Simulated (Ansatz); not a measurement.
# Pt: the cost of one run

Program: Ansatz 0.2.0. Level of theory: DFT PBEsol, scalar-relativistic, plane waves, PAW. These are calculated values, not measurements.

**1. Starting point**

It takes space group Fm-3m (No. 225, cubic). The conventional cell has a = 3.924 Å, b = 3.924 Å, c = 3.924 Å, α = 90.00°, β = 90.00°, γ = 90.00°. Pt (site symmetry m-3m) is surrounded by 12 Pt at 2.77 Å.

Coordinates:

```xyz
3
Lattice="2.7747 0.0000 0.0000 -1.3873 2.4029 0.0000 0.0000 0.0000 6.7966" Properties=species:S:1:pos:R:3 pbc="T T T"
Pt    0.0000    0.0000    0.0000
Pt    0.0000    1.6020    2.2655
Pt    1.3873    0.8010    4.5310
```

**2. Relaxing cell and atoms: Pt, no spin**

input.yaml reads:

```yaml
crystal:
  lattice:
    - [2.7746870094, 0.0, 0.0]
    - [-1.3873435047, 2.4029494377, 0.0]
    - [0.0, 0.0, 6.7965673689]
  atoms:
    - { symbol: Pt, position: [0.0, 0.0, 0.0] }
    - { symbol: Pt, position: [0.3333333333, 0.6666666667, 0.3333333333] }
    - { symbol: Pt, position: [0.6666666667, 0.3333333333, 0.6666666667] }
scf:
  occupations: { method: methfessel_paxton, width: 0.1 }
output:
  forces: true
  stress: true
  eigenvalues: true
  write_density: true
  write_potential: true
  elf: true
  volumetric_format: npy
hamiltonian:
  xc: pbesol
kpoints:
  mp_grid: { grid: [18, 18, 8] }
relax:
  f_tol: 0.01
  adjacent_minimum: "off"
  cell: { stress_tol: 0.03 }
```

Command:

```bash
$ ansatz run input.yaml --threads 4 --pin off --max-ram 10240MiB --backend cpu --events-out ev --progress --plain --runs-dir out
```

Q: Estimate wall time and peak memory on 4 threads of Arm Neoverse V1, shared host.

About 26 s, with a peak of 0.58 GiB.
